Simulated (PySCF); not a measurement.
# C6H5O: the cost of one run

Computed with PySCF 2.14.0 and routines of our own; the level stands in each step. Atoms count from 0.

### 1 The starting structure

12 atoms, charge -1, multiplicity 1; geometry from: GFN2-xTB.

### 2 Relaxing the molecule at PBE0-D3(BJ)/def2-SVP

Job settings and geometry (Å):

```
{"job": {"xc": "PBE0", "basis": "def2-SVP", "d3": "d3bj", "grid": 2, "kind": "geom"}, "charge": -1, "multiplicity": 1}
O     -2.769180     1.065509     0.420484
C     -2.033661     0.176616    -0.025405
C     -0.635463     0.078793     0.003752
C      0.303877     0.991672     0.562434
C      1.563100     0.490214     0.360939
C      1.451010    -0.744274    -0.325647
C      0.121951    -0.996233    -0.543656
H     -2.524942    -0.698222    -0.536178
H      0.044771     1.914846     1.055303
H      2.494958     0.948342     0.667470
H      2.283492    -1.370587    -0.621211
H     -0.298714    -1.857361    -1.044312
```

Launch:

```console
> OMP_NUM_THREADS=1 python excited_run.py task.json out
```

One launch serves the whole session: the jobs run in the order shown.

Q: Estimate the wall time and peak memory of this first job on 1 thread of Arm Neoverse V1, shared host.

About 22 s, with a peak of 0.66 GiB.
